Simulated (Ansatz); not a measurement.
# SrNiO2: the cost of one run

Program: Ansatz 0.2.0. Level of theory: DFT PBEsol+U (U_eff = 4 eV on Ni d), plane waves, PAW. These are calculated values, not measurements.

2 further runs of the same task are left out: 2 that didn't finish.

## (1) The structure to begin with

The structure is orthorhombic, space group Cmcm (No. 63). Conventional cell: a = 3.581 Å, b = 16.362 Å, c = 3.915 Å, α = 90.00°, β = 90.00°, γ = 90.00°. Sr (site symmetry m2m) is surrounded by 7 O at 2.45 to 2.66 Å. Ni (site symmetry m2m) has 4 O at 1.90 to 1.96 Å as nearest neighbours. O (site symmetry m2m) is surrounded by 3 Ni at 1.90 to 1.96 Å and 2 Sr at 2.59 Å. O (site symmetry m2m) is surrounded by 1 Ni at 1.96 Å and 5 Sr at 2.45 to 2.66 Å.

As a file:

```
CELL_PARAMETERS angstrom
1.79050 -8.18100 0.00000
1.79050 8.18100 0.00000
0.00000 0.00000 3.91500
ATOMIC_POSITIONS crystal
Sr 0.66900 0.33100 0.25000
Sr 0.33100 0.66900 0.75000
Ni 0.93900 0.06100 0.25000
Ni 0.06100 0.93900 0.75000
O 0.05500 0.94500 0.25000
O 0.94500 0.05500 0.75000
O 0.81900 0.18100 0.25000
O 0.18100 0.81900 0.75000
```

An earlier series on this cell reached its lowest free state from «ferromagnetic start, free, default search», perhaps among other starts (it ended without moments).

## (2) Total moment locked, 4.40 μB per cell

Input file input.yaml:

```yaml
crystal:
  lattice:
    - [1.79050015, -8.18100071, 0.0]
    - [1.79050015, 8.18100071, 0.0]
    - [0.0, 0.0, 3.91500034]
  atoms:
    - { symbol: Sr, position: [0.669, 0.331, 0.25] }
    - { symbol: Sr, position: [0.331, 0.669, 0.75] }
    - { symbol: Ni, position: [0.939, 0.061, 0.25], spin: 2.2 }
    - { symbol: Ni, position: [0.061, 0.939, 0.75], spin: 2.2 }
    - { symbol: O, position: [0.055, 0.945, 0.25] }
    - { symbol: O, position: [0.945, 0.055, 0.75] }
    - { symbol: O, position: [0.819, 0.181, 0.25] }
    - { symbol: O, position: [0.181, 0.819, 0.75] }
basis:
  ecutwfc: 420
  ecutrho_ratio: 4
kpoints:
  mp_grid: { grid: [5, 5, 5] }
hamiltonian:
  xc: pbesol
  hubbard:
    sites:
      - { site: 2, l: d, u_eff: 4.0, starting_ns: [{ spin: up, occupation_matrix: s2up }, { spin: down, occupation_matrix: s2down }] }
      - { site: 3, l: d, u_eff: 4.0, starting_ns: [{ spin: up, occupation_matrix: s3up }, { spin: down, occupation_matrix: s3down }] }
    occupation_matrices:
      s2up:
        matrix:
          - [0.97, 0.0, 0.0, 0.0, 0.0]
          - [0.0, 0.97, 0.0, 0.0, 0.0]
          - [0.0, 0.0, 0.97, 0.0, 0.0]
          - [0.0, 0.0, 0.0, 0.97, 0.0]
          - [0.0, 0.0, 0.0, 0.0, 0.97]
      s2down:
        matrix:
          - [0.02, 0.0, 0.0, 0.0, 0.0]
          - [0.0, 0.97, 0.0, 0.0, 0.0]
          - [0.0, 0.0, 0.97, 0.0, 0.0]
          - [0.0, 0.0, 0.0, 0.02, 0.0]
          - [0.0, 0.0, 0.0, 0.0, 0.97]
      s3up:
        matrix:
          - [0.97, 0.0, 0.0, 0.0, 0.0]
          - [0.0, 0.97, 0.0, 0.0, 0.0]
          - [0.0, 0.0, 0.97, 0.0, 0.0]
          - [0.0, 0.0, 0.0, 0.97, 0.0]
          - [0.0, 0.0, 0.0, 0.0, 0.97]
      s3down:
        matrix:
          - [0.02, 0.0, 0.0, 0.0, 0.0]
          - [0.0, 0.97, 0.0, 0.0, 0.0]
          - [0.0, 0.0, 0.97, 0.0, 0.0]
          - [0.0, 0.0, 0.0, 0.02, 0.0]
          - [0.0, 0.0, 0.0, 0.0, 0.97]
    ns_hold: { iters: 8 }
scf:
  occupations: { method: gaussian, width: 0.05 }
  lower_state_search: "off"
  max_iter: 150
output:
  forces: true
  stress: true
  eigenvalues: true
  populations: true
  hubbard: { sites: [{ site: 2, l: d }, { site: 3, l: d }] }
magnetization:
  spin_polarized: true
  initial_magnetization: 4.4
  spin_locking: { lock_magnetization: hard }
```

The typed matrices put 0.97 on the chosen orbitals and 0.02 on the others, and are held for 8 cycles. The lock stays on to the end, so the result is a constrained state.

Run with:

```
ansatz run input.yaml --threads 4 --pin off --max-ram 6144MiB --backend cpu --events-out ev --progress --plain --runs-dir out
```

**Question.** How long does this run take on 4 threads of Arm Neoverse V1, shared host, and how much memory does it need?

About 12 s, with a peak of 0.66 GiB.
